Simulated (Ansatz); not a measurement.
**AlSe3, relaxed**

Aim: in AlSe3, a borrowed structure type, volume estimated, relax cell and atoms, then read levels, charges and fields where it ends.

All numbers below are computed with Ansatz 0.2.0 (DFT, PBE, no spin polarisation, plane waves, PAW).

## Step 1: The system as given

The structure is trigonal, space group R-3c (No. 167). Conventional cell: a = 6.300 Å, b = 6.300 Å, c = 16.714 Å, α = 90.00°, β = 90.00°, γ = 120.00°. Al (site symmetry -3) is surrounded by 6 Se at 2.43 Å. Se (site symmetry 2) has 2 Al at 2.43 Å as nearest neighbours.

In its conventional cell, by symmetry (the run takes the cell typed in the input):

```cif
data_structure
_symmetry_space_group_name_H-M 'R-3c:H'
_symmetry_Int_Tables_number 167
_cell_length_a 6.3003
_cell_length_b 6.3003
_cell_length_c 16.7144
_cell_angle_alpha 90.000
_cell_angle_beta 90.000
_cell_angle_gamma 120.000
_cell_volume 574.58
loop_
_atom_site_label
_atom_site_type_symbol
_atom_site_symmetry_multiplicity
_atom_site_Wyckoff_symbol
_atom_site_fract_x
_atom_site_fract_y
_atom_site_fract_z
_atom_site_occupancy
Al1 Al 6 b 0.00000 0.00000 0.50000 1
Se1 Se 18 e 0.96133 0.66667 0.41667 1
```

The first density is read from a saved solution for the starting cell.

## Step 2: Relaxing

The input, input.yaml:

```yaml
crystal:
  lattice:
    - [3.150171, 5.456246, 0.0]
    - [-3.150171, 5.456246, 0.0]
    - [0.0, -3.637497, 5.571468]
  atoms:
    - { symbol: Al, position: [0.0, 0.0, 0.0] }
    - { symbol: Al, position: [0.5, 0.5, 0.5] }
    - { symbol: Se, position: [0.878, 0.622, 0.75] }
    - { symbol: Se, position: [0.25, 0.878, 0.75] }
    - { symbol: Se, position: [0.622, 0.25, 0.75] }
    - { symbol: Se, position: [0.122, 0.378, 0.25] }
    - { symbol: Se, position: [0.75, 0.122, 0.25] }
    - { symbol: Se, position: [0.378, 0.75, 0.25] }
  symmetry: { tolerance: 0.0003 }
kpoints:
  mp_grid: { grid: [5, 5, 5], shift: [0, 0, 0] }
magnetization:
  spin_polarized: false
scf:
  occupations: { method: fermi_dirac }
  lower_state_search: "off"
hamiltonian:
  pseudopotentials: { kind: paw }
  xc: pbe
basis:
  ecutwfc: 420
  fft_grid_basis: typed
relax:
  max_steps: 80
  cell: { p_target: 0.0 }
output:
  forces: true
  stress: true
  eigenvalues: true
  bader: true
  populations: true
  elf: true
  write_potential: true
  volumetric_format: npy
  dos:
    e_range: [-12, 8]
    de: 0.05
    projected: { site_lists: { Al: [Al], Se: [Se] } }
  write_density: true
checkpoint:
  read: saved_state
```

Command:

```sh
$ ansatz run input.yaml --threads 2 --pin off --max-ram 2560MiB --backend cpu --events-out ev --progress --plain --runs-dir out
```

The program printed, cut to the lines that bear on the results:

```text
Warning: crystal.lattice misses the space group found at crystal.symmetry.tolerance 3.0e-4 in a digit that the deck types, which is why this is a warning: making the lattice exact moves one of its numbers by a whole unit of that number's last typed decimal, or more. The operation that it [...]
Warning: checkpoint.read: basis.xc_grid differs: saved 1, current 2 (points along each axis for each point of the dense box; where the key is left out runs that use forces, runs that use the stress, dielectric runs by a finite field, finite-displacement phonons, runs of [...]
Warning: RAYON_NUM_THREADS=2 ignored (pool sized by the plan → 2); use --threads N
[...]
Pseudopotentials: kind: paw
Pseudopotential: Al, paw, valence charge 3, recommended cutoff 420 eV (normal), Al.paw.azcp
Pseudopotential: Se, paw, valence charge 16, recommended cutoff 420 eV (normal), Se.paw.azcp
Functional definition: PBE
[...]
Crystal: 8 atoms, lattice volume = 191.526 Å³
Basis set: ecut = 420 eV, 3775 PW (Γ), exchange–correlation on 90×90×90 points (8 copies of the dense FFT grid, shifted against one another)
Bands: 62, of which v1, the nominal top of the filled ones, is band 51 counted from 1 (50 counted from 0)
Symmetry: 12 space group operations
Space group: R-3c (ITA 167), of the structure as read, at distance tolerance 1.7e-3 Å
k-points: 19 of 125
[...]
SCF iter   1: F=—  HF=-33888.773367 eV  |F-HF|=—  |Δ(HF+E_count)|=         —  Δρ=7.36e-4  dr2=1.02e-3  ethr=1.55e-6  ⟨swp⟩=2.1  Hψ=7049  notcnv=0
[...]
relax step   1: F+E_penalty+E_count = -33888.77357550 eV  Δ(F+E_penalty+E_count) = +0.000e0 eV  max|allowed force component| = 7.286e-1 eV/Å  Δτ_max = 0.0000 Å  P = +3.752 GPa  Ω = 191.526 Å³  (5 SCF iters, dr2 threshold 1.00e-7 eV, accepted)
[...]
relax step   4: F+E_penalty+E_count = -33890.29001131 eV  Δ(F+E_penalty+E_count) = -1.081e-1 eV  max|allowed force component| = 3.727e-1 eV/Å  Δτ_max = 0.1491 Å  P = -3.350 GPa  Ω = 181.207 Å³  energy of the carried Pulay correction = +1.052e-3 eV  (7 SCF iters, dr2 threshold 8.00e-7 eV, accepted)
[...]
relax step   5: F+E_penalty+E_count = -33890.49318580 eV  Δ(F+E_penalty+E_count) = -2.032e-1 eV  max|allowed force component| = 2.541e-1 eV/Å  Δτ_max = 0.0369 Å  P = -2.539 GPa  Ω = 178.623 Å³  energy of the carried Pulay correction = +1.325e-3 eV  (6 SCF iters, dr2 threshold 8.00e-7 eV, accepted)
[...]
SCF iter   2: F=—  HF=-33890.719611 eV  |F-HF|=—  |Δ(HF+E_count)|=   3.41e-3  Δρ=2.64e-3  dr2=1.01e-2  ethr=2.47e-5  ⟨swp⟩=1.0  Hψ=1178  notcnv=0
```

## Step 3: The output, continued: semilocal partner

The log, continued:

```text
SCF iter   3: F=—  HF=-33890.718230 eV  |F-HF|=—  |Δ(HF+E_count)|=   1.38e-3  Δρ=3.72e-4  dr2=2.12e-4  ethr=9.87e-6  ⟨swp⟩=2.0  Hψ=1578  notcnv=0
SCF iter   4: F=—  HF=-33890.718308 eV  |F-HF|=—  |Δ(HF+E_count)|=   7.79e-5  Δρ=1.22e-4  dr2=3.88e-5  ethr=2.08e-7  ⟨swp⟩=2.0  Hψ=2170  notcnv=0
SCF iter   5: F=—  HF=-33890.718298 eV  |F-HF|=—  |Δ(HF+E_count)|=   1.03e-5  Δρ=5.04e-5  dr2=5.89e-6  ethr=3.80e-8  ⟨swp⟩=2.0  Hψ=2171  notcnv=0
SCF iter   6: F=-33890.718299 eV  HF=-33890.718299 eV  |F-HF|=2.19e-7  |Δ(HF+E_count)|=   9.95e-7  Δρ=1.83e-5  dr2=4.33e-7  ethr=7.84e-10  ⟨swp⟩=12.4  Hψ=11952  notcnv=0
SCF 6 converged in 6 iterations: F = -33890.718299 eV  dr2 = 4.33e-7
relax step   6: F+E_penalty+E_count = -33890.71829879 eV  Δ(F+E_penalty+E_count) = -2.251e-1 eV  max|allowed force component| = 5.786e-2 eV/Å  Δτ_max = 0.0423 Å  P = -0.401 GPa  Ω = 172.916 Å³  energy of the carried Pulay correction = +1.941e-3 eV  (6 SCF iters, dr2 threshold 8.00e-7 eV, accepted)
Crystal: 8 atoms, lattice volume = 169.173 Å³
Basis set: ecut = 420 eV, 3279 PW (Γ), exchange–correlation on 90×90×90 points (8 copies of the dense FFT grid, shifted against one another)
iter 1 solved again at ethr=1.13e-5 eV; its pass at ethr=3.10e-3 eV (dr2=1.15e-2 eV) is discarded
SCF iter   1: F=—  HF=-33890.741960 eV  |F-HF|=—  |Δ(HF+E_count)|=         —  Δρ=3.18e-3  dr2=1.17e-2  ethr=1.13e-5  ⟨swp⟩=2.4  Hψ=7591  notcnv=0
preconditioner: auto → Kerker (q_TF=auto, 2.508 Å⁻¹)  [metal: Δε(μ)=0.030 eV  Ē_g=9.697 eV  σ=0.100 eV  W_gap=0.07  n_scr=50 (ndim 8)  ℏωp=18.5 eV  f_vac=0.000  D(μ)=5.82/eV (n_scr^D=50)]
SCF iter   2: F=—  HF=-33890.741422 eV  |F-HF|=—  |Δ(HF+E_count)|=   5.38e-4  Δρ=1.97e-3  dr2=4.96e-3  ethr=1.13e-5  ⟨swp⟩=1.0  Hψ=1178  notcnv=0
SCF iter   3: F=—  HF=-33890.741444 eV  |F-HF|=—  |Δ(HF+E_count)|=   2.21e-5  Δρ=3.05e-4  dr2=1.28e-4  ethr=4.86e-6  ⟨swp⟩=2.0  Hψ=1581  notcnv=0
SCF iter   4: F=—  HF=-33890.741501 eV  |F-HF|=—  |Δ(HF+E_count)|=   5.68e-5  Δρ=1.31e-4  dr2=3.09e-5  ethr=1.25e-7  ⟨swp⟩=2.0  Hψ=2165  notcnv=0
SCF iter   5: F=—  HF=-33890.741514 eV  |F-HF|=—  |Δ(HF+E_count)|=   1.33e-5  Δρ=4.47e-5  dr2=2.94e-6  ethr=3.03e-8  ⟨swp⟩=2.0  Hψ=2152  notcnv=0
SCF iter   6: F=-33890.741514 eV  HF=-33890.741514 eV  |F-HF|=1.69e-7  |Δ(HF+E_count)|=   3.46e-7  Δρ=1.40e-5  dr2=3.08e-7  ethr=7.84e-10  ⟨swp⟩=14.0  Hψ=12982  notcnv=0
SCF 7 converged in 6 iterations: F = -33890.741514 eV  dr2 = 3.08e-7
relax step   7: F+E_penalty+E_count = -33890.74151411 eV  Δ(F+E_penalty+E_count) = -2.322e-2 eV  max|allowed force component| = 5.245e-2 eV/Å  Δτ_max = 0.0261 Å  P = +1.249 GPa  Ω = 169.173 Å³  energy of the carried Pulay correction = +2.356e-3 eV  (6 SCF iters, dr2 threshold 8.00e-7 eV, accepted)
Crystal: 8 atoms, lattice volume = 171.947 Å³
Basis set: ecut = 420 eV, 3339 PW (Γ), exchange–correlation on 90×90×90 points (8 copies of the dense FFT grid, shifted against one another)
iter 1 solved again at ethr=2.21e-6 eV; its pass at ethr=3.10e-3 eV (dr2=2.25e-3 eV) is discarded
SCF iter   1: F=—  HF=-33890.762806 eV  |F-HF|=—  |Δ(HF+E_count)|=         —  Δρ=1.07e-3  dr2=1.96e-3  ethr=2.21e-6  ⟨swp⟩=3.2  Hψ=7250  notcnv=0
preconditioner: auto → Kerker (q_TF=auto, 2.501 Å⁻¹)  [metal: Δε(μ)=0.030 eV  Ē_g=9.630 eV  σ=0.100 eV  W_gap=0.07  n_scr=56 (ndim 8)  ℏωp=18.4 eV  f_vac=0.001  D(μ)=6.15/eV (n_scr^D=56)]
SCF iter   2: F=—  HF=-33890.762624 eV  |F-HF|=—  |Δ(HF+E_count)|=   1.82e-4  Δρ=6.86e-4  dr2=9.30e-4  ethr=1.92e-6  ⟨swp⟩=1.0  Hψ=1178  notcnv=0
SCF iter   3: F=—  HF=-33890.762545 eV  |F-HF|=—  |Δ(HF+E_count)|=   7.90e-5  Δρ=1.18e-4  dr2=3.05e-5  ethr=9.12e-7  ⟨swp⟩=2.0  Hψ=1499  notcnv=0
SCF iter   4: F=—  HF=-33890.762551 eV  |F-HF|=—  |Δ(HF+E_count)|=   6.68e-6  Δρ=7.73e-5  dr2=8.78e-6  ethr=2.99e-8  ⟨swp⟩=2.0  Hψ=2166  notcnv=0
SCF iter   5: F=—  HF=-33890.762555 eV  |F-HF|=—  |Δ(HF+E_count)|=   3.92e-6  Δρ=2.11e-5  dr2=1.23e-6  ethr=8.61e-9  ⟨swp⟩=2.0  Hψ=2147  notcnv=0
SCF iter   6: F=-33890.762556 eV  HF=-33890.762556 eV  |F-HF|=3.55e-8  |Δ(HF+E_count)|=   4.08e-7  Δρ=6.42e-6  dr2=7.74e-8  ethr=7.84e-10  ⟨swp⟩=13.0  Hψ=11745  notcnv=0
SCF 8 converged in 6 iterations: F = -33890.762556 eV  dr2 = 7.74e-8
relax step   8: F+E_penalty+E_count = -33890.76255579 eV  Δ(F+E_penalty+E_count) = -2.104e-2 eV  max|allowed force component| = 8.777e-3 eV/Å  Δτ_max = 0.0076 Å  P = +0.055 GPa  Ω = 171.947 Å³  energy of the carried Pulay correction = +2.048e-3 eV  (6 SCF iters, dr2 threshold 8.00e-7 eV, accepted)
Crystal: 8 atoms, lattice volume = 172.191 Å³
iter 1 solved again at ethr=2.51e-8 eV; its pass at ethr=3.10e-3 eV (dr2=2.56e-5 eV) is discarded
SCF iter   1: F=—  HF=-33890.762637 eV  |F-HF|=—  |Δ(HF+E_count)|=         —  Δρ=1.48e-4  dr2=2.30e-5  ethr=2.51e-8  ⟨swp⟩=3.0  Hψ=5713  notcnv=0
preconditioner: auto → Kerker (q_TF=auto, 2.500 Å⁻¹)  [metal: Δε(μ)=0.025 eV  Ē_g=9.625 eV  σ=0.100 eV  W_gap=0.06  n_scr=56 (ndim 8)  ℏωp=18.3 eV  f_vac=0.001  D(μ)=6.14/eV (n_scr^D=56)]
SCF iter   2: F=—  HF=-33890.762631 eV  |F-HF|=—  |Δ(HF+E_count)|=   5.57e-6  Δρ=8.65e-5  dr2=9.35e-6  ethr=2.25e-8  ⟨swp⟩=1.0  Hψ=1178  notcnv=0
SCF iter   3: F=—  HF=-33890.762642 eV  |F-HF|=—  |Δ(HF+E_count)|=   1.10e-5  Δρ=1.33e-5  dr2=2.24e-7  ethr=9.17e-9  ⟨swp⟩=2.0  Hψ=1588  notcnv=0
SCF iter   4: F=—  HF=-33890.762643 eV  |F-HF|=—  |Δ(HF+E_count)|=   8.60e-8  Δρ=5.59e-6  dr2=5.52e-8  ethr=2.19e-10  ⟨swp⟩=2.0  Hψ=2173  notcnv=0
SCF iter   5: F=-33890.762643 eV  HF=-33890.762643 eV  |F-HF|=1.39e-9  |Δ(HF+E_count)|=   7.12e-9  Δρ=2.05e-6  dr2=1.24e-8  ethr=1.45e-11  ⟨swp⟩=10.4  Hψ=9378  notcnv=0
SCF 9 converged in 5 iterations: F = -33890.762643 eV  dr2 = 1.24e-8
relax step   9: F+E_penalty+E_count = -33890.76264252 eV  Δ(F+E_penalty+E_count) = -8.673e-5 eV  max|allowed force component| = 1.129e-3 eV/Å  Δτ_max = 0.0027 Å  P = +0.007 GPa  Ω = 172.191 Å³  energy of the carried Pulay correction = +2.021e-3 eV  (5 SCF iters, dr2 threshold 1.48e-8 eV, accepted)
Initial wavefunctions: pseudopotential atomic-orbital guess (no wavefunctions were taken with the density)
iter 1 solved again at ethr=1.12e-7 eV; its pass at ethr=3.10e-3 eV (dr2=1.15e-4 eV) is discarded
SCF iter   1: F=—  HF=-33890.755463 eV  |F-HF|=—  |Δ(HF+E_count)|=         —  Δρ=6.06e-4  dr2=1.44e-5  ethr=1.12e-7  ⟨swp⟩=3.0  Hψ=7561  notcnv=0
preconditioner: auto → Kerker (q_TF=auto, 2.500 Å⁻¹)  [metal: Δε(μ)=0.025 eV  Ē_g=9.626 eV  σ=0.100 eV  W_gap=0.06  n_scr=56 (ndim 8)  ℏωp=18.3 eV  f_vac=0.001  D(μ)=6.14/eV (n_scr^D=56)]
SCF iter   2: F=—  HF=-33890.760203 eV  |F-HF|=—  |Δ(HF+E_count)|=   4.74e-3  Δρ=3.07e-4  dr2=3.78e-6  ethr=1.42e-8  ⟨swp⟩=2.0  Hψ=1573  notcnv=0
SCF iter   3: F=—  HF=-33890.761845 eV  |F-HF|=—  |Δ(HF+E_count)|=   1.64e-3  Δρ=3.13e-5  dr2=5.50e-8  ethr=3.70e-9  ⟨swp⟩=2.0  Hψ=1583  notcnv=0
SCF iter   4: F=—  HF=-33890.761861 eV  |F-HF|=—  |Δ(HF+E_count)|=   1.66e-5  Δρ=2.59e-6  dr2=1.25e-8  ethr=5.39e-11  ⟨swp⟩=2.0  Hψ=2160  notcnv=0
SCF iter   5: F=—  HF=-33890.761861 eV  |F-HF|=—  |Δ(HF+E_count)|=   1.45e-8  Δρ=1.01e-6  dr2=2.99e-9  ethr=1.22e-11  ⟨swp⟩=2.0  Hψ=1439  notcnv=0
SCF iter   6: F=—  HF=-33890.761861 eV  |F-HF|=—  |Δ(HF+E_count)|=  7.79e-10  Δρ=3.27e-7  dr2=3.38e-10  ethr=2.93e-12  ⟨swp⟩=2.0  Hψ=1584  notcnv=0
SCF iter   7: F=-33890.761861 eV  HF=-33890.761861 eV  |F-HF|=0.00e0  |Δ(HF+E_count)|=  1.60e-10  Δρ=6.93e-8  dr2=8.51e-12  ethr=1.00e-12  ⟨swp⟩=5.8  Hψ=5283  notcnv=0
SCF 10 converged in 7 iterations: F = -33890.761861 eV  dr2 = 8.51e-12
relax step  10: F+E_penalty+E_count = -33890.76186125 eV  Δ(F+E_penalty+E_count) = +7.813e-4 eV  max|allowed force component| = 1.174e-3 eV/Å  Δτ_max = 0.0000 Å  P = +0.005 GPa  Ω = 172.191 Å³  stress off target by 1.10e-2 GPa  SCF on the basis re-selected at this cell (its energy is not comparable with the rows above)  (7 SCF iters)
basis re-selected at this cell: Δ(F+E_penalty+E_count) = +7.813e-4 eV, ΔP = -0.002 GPa vs the last step (what re-selecting the basis moved, of the pressure what is left beyond the Pulay correction that the steps carried, after the strain that the cell walked since its last selection, with what the two solves' SCF thresholds leave and, on support functions, any second-order correction that the steps lacked; it is no measure of the basis error at this ecutwfc). This SCF's stress stands 1.10e-2 GPa from its target on what of the cell is left free (relax.cell.stress_tol is 5.00e-2 GPa) and its largest allowed force component is 1.17e-3 eV/Å (relax.f_tol is 1.00e-2 eV/Å): within both
SCF converged after 7 iterations
Free energy (F): -33890.761861 eV
Harris-Foulkes:  -33890.761861 eV  (|F-HF|=0.00e0)
Internal energy: -33890.567480 eV  (E = F + TS)
E sigma→0 (E₀):  -33890.664670 eV
Entropy (-TS):   -0.194382 eV (-24.298 meV/atom)
Fermi energy:    8.434163 eV
--- Per-component energies (eV) ---
  E_band       = -2233.751960
  E_kinetic    = 752.137762
  E_local      = -14266.639333  (includes V_loc(G=0)·N_el)
  E_nonlocal   = -3550.997414
  E_hartree    = 7087.017231
  E_xc         = -702.176670
  E_vxc        = -643.819391  (∫ρ·V_xc dr)
  E_paw        = -12404.418276  (= ΣΔE_a)
  E_vpaw       = 1301.535844  (= ΣTr[D̂ρ^β])
  E_aug_tail   = -0.003515  (compensation charges beyond the density's cutoff)
  E_ewald      = -10805.487265
  E_smearing   = -0.194382  (= −TS)
  E_closure    = 0.000000  (closes the sum)
  Σ components = -33890.761861   (vs F -33890.761861, Δ=0.00e0)
--- Forces (eV/Å), atoms counted from 1 ---
  atom   1  Al    -0.00000000     0.00000000    -0.00000000
  atom   2  Al     0.00000000     0.00000000     0.00000000
  atom   3  Se     0.00117402     0.00000000    -0.00000000
  atom   4  Se    -0.00058701     0.00101673    -0.00000000
  atom   5  Se    -0.00058701    -0.00101673     0.00000000
  atom   6  Se    -0.00117402     0.00000000     0.00000000
  atom   7  Se     0.00058701    -0.00101673     0.00000000
  atom   8  Se     0.00058701     0.00101673    -0.00000000
  max |Σ_I F_I| component: 3.47e-18 eV/Å
--- Stress (GPa, compression-positive) ---
        0.010973       0.000000       0.000000
        0.000000       0.010973      -0.000000
        0.000000      -0.000000      -0.006114
  P = ⅓ Tr σ = 0.0053 GPa (0.053 kbar)
--- Band table (eV; the first three rows and the last of 19) ---
  k-point 0: bands = ["-39.2349", "-39.2349", "-39.2344", "-39.2306", "-39.2293", "-39.2293", "-39.2125", "-39.2122", "-39.2122", "-39.2116", "-39.2116", "-39.2113", "-39.1902", "-39.1892", "-39.1892", "-39.1888", "-39.1888", "-39.1880", "-39.1142", "-39.1142", "-39.1142", "-39.1142", "-39.1133", "-39.1133", "-39.1118", "-39.1110", "-39.1110", "-39.1106", "-39.1102", "-39.1102", "-6.1857", "-3.9565", "-3.9565", "-3.8160", "-3.8160", "-3.1020", "1.8690", "3.2089", "3.2089", "3.9558", "4.0893", "4.1715", "4.1715", "4.4231", "5.5011", "6.9983", "6.9983", "8.2171", "8.2171", "8.6618", "8.6618", "9.6034", "9.6034", "10.5788", "11.2592", "11.8152", "13.7227", "14.6616", "14.6616", "15.7305", "15.8457", "16.1190"]
  k-point 1: bands = ["-39.2344", "-39.2344", "-39.2340", "-39.2310", "-39.2298", "-39.2298", "-39.2125", "-39.2122", "-39.2122", "-39.2117", "-39.2117", "-39.2116", "-39.1899", "-39.1891", "-39.1891", "-39.1888", "-39.1888", "-39.1882", "-39.1142", "-39.1142", "-39.1142", "-39.1142", "-39.1134", "-39.1134", "-39.1115", "-39.1109", "-39.1109", "-39.1106", "-39.1103", "-39.1103", "-5.9861", "-3.9816", "-3.9816", "-3.8321", "-3.8321", "-3.5795", "2.0037", "3.2487", "3.2487", "3.6169", "4.3489", "4.7074", "4.8951", "4.8951", "6.3735", "6.7143", "6.7143", "7.5587", "7.5587", "8.4915", "8.4915", "9.5123", "9.6967", "9.6967", "11.2744", "12.0556", "13.6778", "14.2497", "14.3492", "14.3492", "15.3538", "15.3538"]
  k-point 2: bands = ["-39.2330", "-39.2329", "-39.2329", "-39.2318", "-39.2311", "-39.2311", "-39.2124", "-39.2121", "-39.2121", "-39.2121", "-39.2119", "-39.2119", "-39.1893", "-39.1891", "-39.1891", "-39.1889", "-39.1889", "-39.1886", "-39.1142", "-39.1142", "-39.1142", "-39.1142", "-39.1136", "-39.1136", "-39.1111", "-39.1107", "-39.1107", "-39.1107", "-39.1105", "-39.1105", "-5.4078", "-4.5310", "-3.9780", "-3.9780", "-3.9052", "-3.9052", "2.2535", "2.7633", "3.8697", "3.8697", "5.0994", "5.0994", "5.6326", "5.9942", "6.5860", "6.5860", "6.7048", "7.6395", "7.6395", "7.7466", "8.2203", "8.2203", "8.5878", "8.5878", "11.2880", "12.1683", "13.7107", "13.9911", "14.1484", "14.1484", "14.5158", "14.5158"]
  k-point 18: bands = ["-39.2348", "-39.2330", "-39.2330", "-39.2315", "-39.2312", "-39.2297", "-39.2124", "-39.2123", "-39.2120", "-39.2119", "-39.2118", "-39.2117", "-39.1896", "-39.1893", "-39.1893", "-39.1888", "-39.1885", "-39.1885", "-39.1144", "-39.1143", "-39.1143", "-39.1142", "-39.1132", "-39.1132", "-39.1115", "-39.1113", "-39.1108", "-39.1107", "-39.1103", "-39.1100", "-4.9067", "-4.8639", "-4.8588", "-3.9012", "-3.7444", "-3.4095", "2.4836", "2.9593", "4.1602", "4.1906", "4.8308", "5.0120", "5.2461", "5.6007", "6.0625", "6.2254", "7.0688", "7.2987", "7.3991", "7.7228", "7.7464", "8.6882", "8.9801", "9.5558", "10.8233", "11.7917", "12.9752", "13.6175", "13.6981", "14.4164", "14.9035", "15.3219"]
--- Relaxed structure (9 steps of the walk, 9 accepted, 1 SCFs on fresh bases) ---
  F+E_penalty+E_count = -33890.76186125 eV   max|allowed force component| = 1.174e-3 eV/Å   (the final SCF, on the basis selected at the relaxed cell)
  cell:  # Å, volume = 172.1906 Å³
    - [3.235611221089599, 5.604243028467158, -1.6764718786940384e-7]
    - [-3.235611221089599, 5.604243028467158, -1.6764718786940384e-7]
    - [2.2445459428459502e-33, -3.736161876946346, 4.747950313193862]
  atoms:
    - { symbol: Al, position: [5.447121666089058e-19, 3.2960416367542926e-19, -3.0061506287311164e-26] }
    - { symbol: Al, position: [0.5, 0.5, 0.5000000000000001] }
    - { symbol: Se, position: [0.9477094492953833, 0.552290550704617, 0.7500000000000001] }
    - { symbol: Se, position: [0.24999999999999997, 0.947709449295383, 0.7500000000000002] }
    - { symbol: Se, position: [0.5522905507046169, 0.25, 0.7500000000000002] }
    - { symbol: Se, position: [0.052290550704616856, 0.44770944929538314, 0.25000000000000006] }
    - { symbol: Se, position: [0.75, 0.052290550704616884, 0.25000000000000006] }
    - { symbol: Se, position: [0.4477094492953831, 0.7499999999999999, 0.24999999999999997] }
--- Löwdin populations: 8 sites ---
  site symbol       q [e]
     0     Al      2.6825
     1     Al      2.6825
     2     Se     16.0462
     3     Se     16.0462
     4     Se     16.0462
     5     Se     16.0462
     6     Se     16.0462
     7     Se     16.0462
  spilling = 0.003507 (of n_electrons = 102.000000)
--- Bader charges: 8 sites ---
  site symbol  charge [e]  shift [e]
     0     Al      2.0546     0.0011
     1     Al      2.0546     0.0011
     2     Se     -0.6849     0.0004
     3     Se     -0.6849     0.0004
     4     Se     -0.6849     0.0004
     5     Se     -0.6849     0.0004
     6     Se     -0.6849     0.0004
     7     Se     -0.6849     0.0004
  estimated error of the sums over rays = 2.9e-4 e
```

Wall time 4.7 min (2 threads, shared host); peak memory 0.61 GiB.

The steps of the relaxation:

```tsv
step	energy from step 1 (eV/cell)	largest force component (eV/Å)	pressure (GPa)	volume (Å³)
1	0.0000	0.7286	3.75	191.53
2	-0.8277	0.6452	-0.27	190.15
3	-1.4084	0.1914	-2.94	186.49
4	-1.5164	0.3727	-3.35	181.21
5	-1.7196	0.2541	-2.54	178.62
6	-1.9447	0.0579	-0.40	172.92
7	-1.9679	0.0524	1.25	169.17
8	-1.9890	0.0088	0.06	171.95
9	-1.9891	0.0011	0.01	172.19
10	-1.9883	0.0012	0.01	172.19
```

Step 1 is the start. Step 10 repeats the geometry before on a plane-wave basis chosen anew for that cell, so the energy can jump there without any move; the table keeps such jumps.

| input's cell | before | after | change |
| --- | --- | --- | --- |
| a (Å) | 6.300 | 6.471 | +2.7 % |
| b (Å) | 6.300 | 6.471 | +2.7 % |
| c (Å) | 6.654 | 6.042 | -9.2 % |
| α (°) | 118.26 | 122.38 | +4.12° |
| β (°) | 118.26 | 122.38 | +4.12° |
| volume (Å³/atom) | 23.94 | 21.52 | -10.1 % |

The largest move, 0.45 Å, apart from the change of the cell, is shared by several atoms, Se5 among them.

## Step 4: Total and projected density of states

Counts of states in windows (eV from the Fermi level; tetrahedra), total and projected:

```tsv
from	to	total	Al s	Al p	Se p
-4.5	-4.0	2.41	0.05	0.27	2.01
-4.0	-3.5	2.38	0.05	0.21	2.02
-3.5	-3.0	3.43	0.10	0.36	2.80
-3.0	-2.5	2.07	0.02	0.20	1.75
-2.5	-2.0	2.63	0.04	0.23	2.22
-2.0	-1.5	3.19	0.03	0.24	2.79
-1.5	-1.0	2.21	0.02	0.12	1.98
-1.0	-0.5	3.28	0.05	0.17	2.92
-0.5	0.0	2.55	0.02	0.10	2.33
0.0	0.5	2.16	0.01	0.06	2.00
0.5	1.0	2.29	0.04	0.05	2.12
1.0	1.5	1.53	0.02	0.03	1.43
1.5	2.0	0.17	0.00	0.00	0.17
2.0	2.5	0.01	0.00	0.00	0.01
2.5	3.0	0.63	0.27	0.02	0.21
3.0	3.5	2.17	0.93	0.08	0.83
```

(Part 1 of 2 ends here.)
